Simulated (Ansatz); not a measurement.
# Co (Cobalt): the cost of one run

Method: DFT PBE, scalar-relativistic, plane waves, PAW, in Ansatz 0.2.0.

1 further run of the same task is left out (set aside as unsound or not needed).

**1. The system as given**

It takes space group P6_3/mmc (No. 194, hexagonal). The conventional cell has a = 2.494 Å, b = 2.494 Å, c = 4.033 Å, α = 90.00°, β = 90.00°, γ = 120.00°. Co (site symmetry -6m2) is surrounded by 12 Co at 2.48 to 2.49 Å.

As a file:

```xyz
2
Lattice="2.4938 0.0000 0.0000 -1.2469 2.1597 0.0000 0.0000 0.0000 4.0331" Properties=species:S:1:pos:R:3 pbc="T T T"
Co    0.0000    1.4398    1.0083
Co    1.2469    0.7199    3.0248
```

It is the result of an earlier relaxation at this level (volume 10.86 Å³/atom; gap on the mesh: none (metal), site moments up to 1.7 μB).

**2. Bulk reference on the slab's mesh**

input.yaml

```yaml
crystal:
  lattice:
    - [2.4937685489, 0.0, 0.0]
    - [0.0, 4.0330681178, 0.0]
    - [1.2468842745, 0.0, 2.1596669145]
  atoms:
    - { symbol: Co, position: [0.3333333333, 0.75, 0.3333333333], spin: 1.86 }
    - { symbol: Co, position: [0.6666666667, 0.25, 0.6666666667], spin: 1.86 }
basis:
  ecutwfc: 420
kpoints:
  mp_grid: { grid: [14, 9, 16] }
hamiltonian:
  xc: pbe
scf:
  occupations: { method: gaussian, width: 0.1 }
output:
  forces: true
  stress: true
  eigenvalues: true
  populations: true
magnetization:
  spin_polarized: true
```

The run is started by

```sh
> ansatz run input.yaml --threads 1 --pin off --max-ram 2560MiB --backend cpu --events-out ev --progress --plain --runs-dir out
```

What time and memory should one allow on 1 thread of Arm Neoverse N1, shared host?

About 75 s, with a peak of 0.67 GiB.
